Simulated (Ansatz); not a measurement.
# SiTi: the cost of one run

Computed with Ansatz 0.2.0, Gaussian basis. Level: def2-TZVPP, core rule «outside noble gas», up to 14 orbitals frozen.

Plan: UHF; ROHF; CCSD(T) on UHF.

2 further runs of the same task are left out: 2 set aside as unsound or not needed.

## (1) The geometry

The geometry is a PBE0/def2-TZVP stationary point (not a proven minimum) of the parent state, kept for this charge and spin.

2 atoms, charge 1, spin multiplicity 4.

Atoms are counted from 1 here; the program's logs count them from 0.

Bond lengths: Ti1–Si2 2.462 Å.

As a file:

```xyz
2
SiTi
Ti    0.0000    0.0000    0.0000
Si    0.0000    0.0000    2.4616
```

## (2) UHF

The input, in.yaml:

```yaml
crystal:
  periodic: [false, false, false]
  atoms:
    - {symbol: Ti, position_ang: [0.000000, 0.000000, 0.000000]}
    - {symbol: Si, position_ang: [0.000000, 0.000000, 2.461600]}
basis:
  gaussian: {orbitals: def2-TZVPP}
total_charge: 1
magnetization: {spin_polarized: true, initial_magnetization: 3}
hamiltonian: {xc: hf}
output: {orbitals: {seedname: orbitals}}
```

On the command line:

```bash
$ ansatz run in.yaml --threads 1 --pin off --events-out ev --progress --plain --max-ram 2816MiB --backend cpu
```

Q: Estimate wall time and peak memory on 1 thread of AMD EPYC 7R13, shared host.

About 51 s, with a peak of 0.33 GiB.
